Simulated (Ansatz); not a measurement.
This was printed by a script on Ansatz 0.2.0, Python API, for a single point from an input typed as a dict of Ti₂C, space group R-3m. What did the script look like? Use: LDA, PAW, the default cutoff (420 eV here), 9×9×9 k-points, cold smearing of 0.05 eV.

```yaml
crystal:
  lattice:
    - [1.54070, 0.88952, 4.81377]
    - [-1.54070, 0.88952, 4.81377]
    - [0.00000, -1.77905, 4.81377]
  atoms:
    - { symbol: Ti, position: [0.24550, 0.24550, 0.24550] }
    - { symbol: Ti, position: [0.75450, 0.75450, 0.75450] }
    - { symbol: C, position: [0.50000, 0.50000, 0.50000] }
```

```console
$ python ti2c_deck.py
DeckWarning: basis.ecutwfc = 420 eV, auto-derived from the records' recommended cutoffs: set by Ti (normal level)
converged          True
n_iterations       7
n_electrons        28.0
n_kpoints          85
n_pw               785
n_symmetry_ops     12
free_energy_ev     -5145.676403612674
fermi_energy_ev    12.972006198509277
forces (eV/A)
  Ti   -0.0000   -0.0000   -0.3712
  Ti   -0.0000    0.0000    0.3712
  C     0.0000    0.0000    0.0000
pressure -9.366 GPa
stress tensor, GPa, positive in compression
[[-9.547  0.     0.   ]
 [ 0.    -9.547  0.   ]
 [ 0.     0.    -9.006]]
```
(Warnings from the package without file and line, repeats left out.)

One script that gives this output:

`ti2c_deck.py`
```python
"""Single point of Ti2C through the engine session."""

import ansatz as az
import numpy as np


def main() -> None:
    settings = {
        "crystal": {
            "lattice": [
                [1.540698, 0.889523, 4.81377],
                [-1.540698, 0.889523, 4.81377],
                [0.0, -1.779045, 4.81377],
            ],
            "atoms": [
                {"symbol": "Ti", "position": [0.245498, 0.245498, 0.245498]},
                {"symbol": "Ti", "position": [0.754502, 0.754502, 0.754502]},
                {"symbol": "C", "position": [0.5, 0.5, 0.5]},
            ],
        },
        "kpoints": {"mp_grid": {"grid": [9, 9, 9]}},
        "hamiltonian": {"xc": "lda"},
        "scf": {"occupations": {"method": "cold", "width": 0.05}},
        "output": {"forces": True, "stress": True},
    }

    out = az.Session.from_dict(settings).plan().execute()
    rep = out.report

    for key in ("converged", "n_iterations", "n_electrons", "n_kpoints", "n_pw", "n_symmetry_ops", "free_energy_ev", "fermi_energy_ev"):
        print(f"{key:18s} {rep[key]}")

    # forces in eV per angstrom
    print("forces (eV/A)")
    for site, force in zip(out.lattice.sites, rep["forces_ev_ang"]):
        print(f"  {site.symbol:2s} {force[0]:9.4f} {force[1]:9.4f} {force[2]:9.4f}")

    # pressure is a third of the trace
    stress = np.array(rep["stress_gpa"])
    print(f"pressure {np.trace(stress) / 3:.3f} GPa")
    print("stress tensor, GPa, positive in compression")
    print(np.round(stress, 3) + 0.0)


if __name__ == "__main__":
    main()
```

Caveats:
- Absolute energies stand on the zero of these potentials, so only differences at equal settings mean something. A total without «per atom» is that of the cell as typed.
- No spin polarisation was allowed.
- The mesh is modest for a metal, so energies can be off by several to tens of meV an atom and pressures by half a GPa or more; differences at equal mesh fare better.
- The zero of the levels is a convention of the potentials, so an absolute Fermi energy is no work function.
- At these settings the cell as given stands under about -9 GPa, so it isn't at this functional's equilibrium volume.
- The structure comes from a database of computed cells and needn't be a stable or known phase.
- Hardware and time: 3.5 s on 1 thread of Arm Neoverse V1, on a shared host, peak memory 0.39 GiB.

(Lines on the test bed's own set-up are left out of the output.)
